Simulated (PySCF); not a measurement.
The system is COAlF2H3, in a box.

```xyz
8
Lattice="12.0000 0.0000 0.0000 0.0000 14.0000 0.0000 0.0000 0.0000 13.0000" Properties=species:S:1:pos:R:3 pbc="T T T"
C     5.5794    8.4586    7.3756
O     5.3586    7.2416    6.7167
Al    6.0460    6.4016    5.4588
F     5.4258    4.9552    5.0196
F     7.3387    6.9767    4.6323
H     6.4280    9.0121    6.9593
H     5.7756    8.2736    8.4357
H     4.6873    9.0868    7.2989
```

Base run:

| Property | Result |
| --- | --- |
| Program | PySCF 2.14.0 |
| Functional | PBEsol |
| Dispersion | D4 |
| Potentials or basis | 6-31g* (all-electron) |
| k mesh | 1 × 1 × 1 |
| Occupations | fixed |
| Spin | no spin polarisation |

Its results: gap between the frontier levels 5.26 eV.

Q: The run is repeated on the same cell with these changes: functional from PBEsol to PW91. What comes out?

A: Gap between the frontier levels 5.17 eV.

Caveats: this is a molecule in a periodic box at the Γ point, so its band gap is the HOMO-LUMO gap; the basis of atomic orbitals isn't converged, which shifts pressures, moduli and gaps; the D4 parameters stored for this functional may belong to another (some runs).

